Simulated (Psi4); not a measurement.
# One shape, several levels: AlH2Br (SMILES [H][Al]([H])[Br])

Wanted: a comparison of 4 runs (HF/3-21G, HF/def2-SVP, CAM-B3LYP/pcseg-1, B3LYP/6-31G*) of AlH2Br. 

Program for the calculation: Psi4 1.11.

4 further runs of the same task are left out: 4 for a known fault of the program.

## 1. The molecule

AlH2Br has 4 atoms, charge 0, and is taken as a singlet. As SMILES, `[H][Al]([H])[Br]`. Geometry: a GFN2-xTB relaxation, a rough one for these elements and not checked as a minimum.

Bond lengths: Al1–Br4 2.240 Å, Al1–H2 1.534 Å, Al1–H3 1.534 Å. Angles: H2–Al1–Br4 120.8°, H3–Al1–Br4 120.8°, H2–Al1–H3 118.4°.

## 2. Energy and gradient at HF/3-21G (run 1)

Input file albrh2.in:

```
memory 1600 MB

molecule m {
  0 1
  Al     0.085960     0.143320     0.001240
  H      1.619870     0.141230     0.011920
  H     -0.640600     1.494120    -0.021230
  Br    -1.065230    -1.778670     0.008060
  symmetry c1
}

set basis 3-21G
set puream true
set e_convergence 1e-09
set d_convergence 1e-08
set scf_type pk

result, w = gradient('scf', return_wfn=True)
oeprop(w, 'DIPOLE', 'LOWDIN_CHARGES', 'WIBERG_LOWDIN_INDICES', title='SCF')
print_variables()
```

Run with:

```bash
psi4 albrh2.in albrh2.out -n 1
```

albrh2.out:

```text
[...]
  Running in c1 symmetry.
[...]
  Nuclear repulsion =  127.863678834309823
[...]
  Multiplicity = 1
[...]
  Nalpha       = 25
  Nbeta        = 25
[...]
    Number of basis functions: 39
[...]
   @RHF iter   1: -2801.75643384892919   -1.92729e+00   9.76583e-03 ADIIS/DIIS
[...]
   @RHF iter   9: -2801.83243985624085   -9.09495e-13   3.27854e-09 DIIS
[...]
    Orbital Energies [Eh]
    ---------------------
    Doubly Occupied:
       1A   -486.760551     2A    -64.769337     3A    -58.098261
       4A    -57.957021     5A    -57.956120     6A    -57.956013
       7A     -9.765136     8A     -7.344373     9A     -7.338542
      10A     -7.337545    11A     -4.911829    12A     -3.215400
      13A     -3.214264    14A     -3.213570    15A     -3.072280
      16A     -3.070401    17A     -3.069296    18A     -3.063739
      19A     -3.063690    20A     -0.998545    21A     -0.590331
      22A     -0.469804    23A     -0.456335    24A     -0.421030
      25A     -0.401388
[...]
  @RHF Final Energy: -2801.83243985624085
   => Energetics <=
    Nuclear Repulsion Energy =            127.8636788343098232
    One-Electron Energy =               -4162.3626336579973213
    Two-Electron Energy =                1232.6665149674468012
    Total Energy =                      -2801.8324398562408533
[...]
  -Total Gradient:
     Atom            X                  Y                   Z
    ------   -----------------  -----------------  -----------------
       1       -0.008992256779    -0.015049390087     0.000233084785
       2       -0.017354486079     0.004605155884    -0.000262711130
       3        0.012243133346    -0.013125068285     0.000171486194
       4        0.014103609610     0.023569302554    -0.000141859849
[...]
 Multipole Moments:
 ------------------------------------------------------------------------------------
     Multipole            Electronic (a.u.)      Nuclear  (a.u.)        Total (a.u.)
 ------------------------------------------------------------------------------------
 L = 1.  Multiply by 2.5417464519 to convert [e a0] to [Debye]
 Dipole X            :         -3.8452874            4.2175222            0.3722348
 Dipole Y            :         -6.4214118            7.0422301            0.6208184
 Dipole Z            :          0.0348745           -0.0320442            0.0028303
 Magnitude           :                                                    0.7238661
[...]
```

It took 2.2 s on 1 thread of AMD EPYC 7B13 (Zen 3), shared host; peak memory 0.2 GiB.

## 3. The energy at HF/def2-SVP (run 2)

Input file albrh2.py:

```python
import psi4

psi4.set_memory('1600 MB')
psi4.set_num_threads(1)
psi4.set_output_file('run.log', False)

m = psi4.geometry("""
0 1
Al
H 1 1.533949
H 1 1.533967 2 118.35529
Br 1 2.240386 2 120.83934 3 179.70287
symmetry c1
no_reorient
no_com
""")

psi4.set_options({
    'reference': 'rhf',
    'puream': True,
    'e_convergence': 1e-09,
    'd_convergence': 1e-08,
    'scf_type': 'pk',
})

e, wfn = psi4.energy("hf/def2-SVP", molecule=m, return_wfn=True)
psi4.oeprop(wfn, "MAYER_INDICES", "QUADRUPOLE", "WIBERG_LOWDIN_INDICES", title="HF")
print('E =', round(e, 9))
```

Run with:

```bash
python albrh2.py
```

run.log:

```text
[...]
  Running in c1 symmetry.
[...]
  Nuclear repulsion =  127.863689581593661
[...]
  Multiplicity = 1
[...]
  Nalpha       = 25
  Nbeta        = 25
[...]
    Number of basis functions: 60
[...]
   @RHF iter   1: -2814.96307164009704   -1.97782e+00   1.77171e-02 DIIS/ADIIS
[...]
   @RHF iter  10: -2815.16249184028857   -2.27374e-12   3.29220e-09 DIIS
[...]
    Orbital Energies [Eh]
    ---------------------
    Doubly Occupied:
       1A   -489.963640     2A    -65.132686     3A    -58.504046
       4A    -58.503614     5A    -58.503448     6A    -58.485881
       7A     -9.824167     8A     -7.437845     9A     -7.434085
      10A     -7.433273    11A     -4.922268    12A     -3.240624
      13A     -3.238633    14A     -3.237415    15A     -3.179265
      16A     -3.178002    17A     -3.177066    18A     -3.173542
      19A     -3.173493    20A     -1.002013    21A     -0.581270
      22A     -0.469580    23A     -0.465489    24A     -0.431054
      25A     -0.412107
[...]
  @RHF Final Energy: -2815.16249184028857
   => Energetics <=
    Nuclear Repulsion Energy =            127.8636895815936612
    One-Electron Energy =               -4175.8433493664979324
    Two-Electron Energy =                1232.8171679446161306
    Total Energy =                      -2815.1624918402885669
[...]
 Multipole Moments:
 ------------------------------------------------------------------------------------
     Multipole            Electronic (a.u.)      Nuclear  (a.u.)        Total (a.u.)
 ------------------------------------------------------------------------------------
 L = 1.  Multiply by 2.5417464519 to convert [e a0] to [Debye]
 Dipole X            :          0.0224702           -0.0294996           -0.0070294
 Dipole Y            :         -6.6662965            7.0481746            0.3818780
 Dipole Z            :         -3.9791676            4.2075979            0.2284303
 Magnitude           :                                                    0.4450401
 L = 2.  Multiply by 1.3450342976 to convert [e a0^2] to [Debye ang]
 Quadrupole XX       :        -21.6368276            0.0037488          -21.6330788
 Quadrupole XY       :          0.7506635           -0.7573339           -0.0066704
[...]
```

The script printed:

```text
E = -2815.16249184
```

Wall time 2.3 s (1 thread of AMD EPYC 7B13 (Zen 3), shared host); peak memory 0.22 GiB.

Run 3 isn't shown in full; the table further down has it.

## 4. The energy at B3LYP/6-31G(d) (Cartesian functions) (run 4)

Input file albrh2.in:

```
memory 1.6 GB

molecule m {
  0 1
  Al
  H 1 1.533949
  H 1 1.533967 2 118.35529
  Br 1 2.240386 2 120.83934 3 179.70287
  symmetry c1
  no_reorient
  no_com
}

set {
  basis                6-31G*
  puream               false
  e_convergence        1e-09
  d_convergence        1e-08
  scf_type             pk
  dft_radial_points    99
  dft_spherical_points 590
}

result, w = energy("b3lyp", return_wfn=True)
```

Run with:

```bash
psi4 -i albrh2.in -o albrh2.out -n 1
```

albrh2.out:

```text
[...]
  Running in c1 symmetry.
[...]
  Nuclear repulsion =  127.863689581593661
[...]
  Multiplicity = 1
[...]
  Nalpha       = 25
  Nbeta        = 25
[...]
    Number of basis functions: 58
[...]
   @RKS iter   1: -2817.20666904890595   -1.42576e+00   2.84116e-02 DIIS/ADIIS
[...]
   @RKS iter  10: -2817.56706227873519    1.36424e-12   1.30264e-09 DIIS
[...]
    Orbital Energies [Eh]
    ---------------------
    Doubly Occupied:
       1A   -482.856237     2A    -62.515631     3A    -56.335089
       4A    -56.333959     5A    -56.333458     6A    -56.081573
       7A     -8.702984     8A     -6.528360     9A     -6.523658
      10A     -6.521990    11A     -4.170772    12A     -2.727891
      13A     -2.722371    14A     -2.719540    15A     -2.623078
      16A     -2.621862    17A     -2.620550    18A     -2.616804
      19A     -2.616714    20A     -0.773898    21A     -0.440576
      22A     -0.348906    23A     -0.336720    24A     -0.314715
      25A     -0.294396
[...]
  @RKS Final Energy: -2817.56706227873519
   => Energetics <=
    Nuclear Repulsion Energy =            127.8636895815936612
    One-Electron Energy =               -4174.8373919100686180
    Two-Electron Energy =                1318.4762712360043224
    DFT Exchange-Correlation Energy =     -89.0696311862641465
    Empirical Dispersion Energy =           0.0000000000000000
    VV10 Nonlocal Energy =                  0.0000000000000000
    Total Energy =                      -2817.5670622787351931
[...]
 Multipole Moments:
 ------------------------------------------------------------------------------------
     Multipole            Electronic (a.u.)      Nuclear  (a.u.)        Total (a.u.)
 ------------------------------------------------------------------------------------
 L = 1.  Multiply by 2.5417464519 to convert [e a0] to [Debye]
 Dipole X            :          0.0236680           -0.0294996           -0.0058316
 Dipole Y            :         -6.6622347            7.0481746            0.3859399
 Dipole Z            :         -3.9768187            4.2075979            0.2307792
 Magnitude           :                                                    0.4497140
[...]
```

It took 6 s on 1 thread of AMD EPYC 7B13 (Zen 3), shared host; peak memory 0.51 GiB.

## 5. All runs side by side

| run | level | task | integration grid | energy (Eh) | dipole moment (D) | HOMO energy (eV) | LUMO energy (eV) | wall time |
| --- | --- | --- | --- | --- | --- | --- | --- | --- |
| 1 | HF/3-21G | gradient | – | -2801.832440 | 1.84 | -10.92 | 0.86 | 2.2 s |
| 2 | HF/def2-SVP | energy | – | -2815.162492 | 1.13 | -11.21 | 1.12 | 2.3 s |
| 3 | CAM-B3LYP/pcseg-1 | energy | 99 radial × 590 angular | -2817.659071 | 1.13 | -9.58 | -0.80 | 6.6 s |
| 4 | B3LYP/6-31G* (Cartesian functions) | energy | 99 radial × 590 angular | -2817.567062 | 1.14 | -8.01 | -1.90 | 6 s |

## 6. Summary of results

| quantity | value |
| --- | --- |
| run 4: total energy | -2817.56706 Eh |
| run 4: dipole moment | 1.14 D |
| run 4: HOMO energy | -8.01 eV |
| run 4: LUMO energy | -1.90 eV |
| run 4: HOMO–LUMO gap | 6.11 eV |

The dipole moment (its size) runs from 1.13 D (CAM-B3LYP/pcseg-1) to 1.84 D (HF/3-21G). The two ends differ in method and basis. The HOMO–LUMO gap runs from 6.11 eV (B3LYP/6-31G*) to 12.34 eV (HF/def2-SVP). Totals of different functionals can't be ranked against each other. All runs together took 17 s, the longest 6.6 s.
